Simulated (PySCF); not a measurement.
# F4Pt ([PtF4]2-): the cost of one run

Computed with PySCF 2.14.0 and routines of our own; the level stands in each step. Atoms count from 0.

## 1. The starting structure

5 atoms, charge -2, states of the metal's open shell are computed; geometry from: model start, shaken.

## 2. Geometry optimisation at PBE0-D3(BJ)/def2-TZVP

Job settings and geometry (Å):

```
{"job": {"xc": "PBE0", "basis": "def2-TZVP", "d3": "d3bj", "grid": 1, "maxiter": 45, "solvent": "water", "kind": "geom"}, "charge": -2, "metal": "Pt", "open_shell": "d8"}
Pt     0.000020     0.004480    -0.004110
F      1.966640    -0.006820    -0.014870
F     -1.979100     0.020100    -0.007380
F     -0.009310     1.987350     0.005350
F      0.001580    -1.993960    -0.000440
```

On the command line:

```
$ OMP_NUM_THREADS=1 python lf_run.py task.json out
```

The driver reads the jobs from task.json and runs them one after another.

Q: Estimate the wall time and peak memory of this first job on 1 thread of Intel Xeon 6975P-C, shared host.

About 34 s, with a peak of 0.9 GiB.
